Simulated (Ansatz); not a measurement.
Task: a relaxed scan of one distance of Ge2H4Se, SMILES [GeH2]1[GeH2][Se]1, with the Ansatz DFT code, driven from Python. Give the script and its output. Level of theory (for the species named): PBE0, def2-SVP basis, multiplicity 1, D3BJ dispersion.

```xyz
7

Ge   -0.7033   -0.0773   -0.9268
Ge    0.8590   -0.0068    0.8151
Se   -1.4643    0.2646    1.2885
H    -0.9658   -1.4394   -1.4987
H    -0.7806    1.2646   -1.7936
H     1.4160   -1.3910    1.1727
H     1.7002    1.3173    0.8971
```

`relaxed_scan_ge2h4se.py`:
```python
# -*- coding: utf-8 -*-
import logging
import sys

import ansatz
from ase import Atoms
import numpy as np

logging.basicConfig(stream=sys.stdout, format="[%(levelname)s] %(message)s")
logger = logging.getLogger("ansatz_job")
logger.setLevel(logging.INFO)

atoms = Atoms(["Ge", "Ge", "Se", "H", "H", "H", "H"], positions=[
    (-0.7033, -0.0773, -0.9268),
    (0.859, -0.0068, 0.8151),
    (-1.4643, 0.2646, 1.2885),
    (-0.9658, -1.4394, -1.4987),
    (-0.7806, 1.2646, -1.7936),
    (1.416, -1.391, 1.1727),
    (1.7002, 1.3173, 0.8971),
])
geometry = ansatz.Crystal.molecule_from_ase(atoms)

job = geometry.calculation()
job = job.basis(gaussian="def2-SVP")
job = job.functional("pbe0", dispersion="d3bj")
symbols = [site.symbol for site in geometry.cartesian_sites]
pairs = [(0, 1), (0, 2), (0, 3), (0, 4), (1, 2), (1, 5)]
print("held (A)   E (eV)        ", "  ".join(f"{symbols[i]}{i}-{symbols[j]}{j}" for i, j in pairs))
for length in [1.45, 1.57, 1.7, 1.89, 2.12]:
    r = job.relax(constraints=[ansatz.DistanceConstraint((1, 6), at=length)], force_tolerance=0.02, max_steps=60).run(threads=1).report
    xyz = np.array(r["positions_ang"])
    print(f"{length:6.2f} {r['free_energy_ev']:14.5f}  ", "  ".join(f"{np.linalg.norm(xyz[i] - xyz[j]):.3f}" for i, j in pairs))
```

`python relaxed_scan_ge2h4se.py` gives:
```text
held (A)   E (eV)         Ge0-Ge1  Ge0-Se2  Ge0-H3  Ge0-H4  Ge1-Se2  Ge1-H5
DeckWarning: relax.constraints: the input's atoms, or those drawn, lie off the distances that are held; a relaxation that starts there is brought onto them ahead of its first SCF, by positions alone, [...]
  1.45  -178407.95652   2.360  2.386  1.534  1.533  2.390  1.533
  1.57  -178408.01319   2.360  2.389  1.534  1.533  2.386  1.534
  1.70  -178407.83707   2.360  2.391  1.534  1.533  2.383  1.535
  1.89  -178407.36479   2.360  2.394  1.534  1.533  2.378  1.535
  2.12  -178406.67235   2.360  2.399  1.534  1.532  2.370  1.537
```
(Warnings from the package without file and line, shortened, repeats left out.)

Notes:
- Total energies depend on the basis set; only differences at equal settings carry meaning.
- The energies are electronic: no zero-point or thermal terms, and the basis set is short of its limit.
- Wall time of the script: 2.8 min on 1 thread of Arm Neoverse V2, with other jobs on the host, peak memory 0.41 GiB.
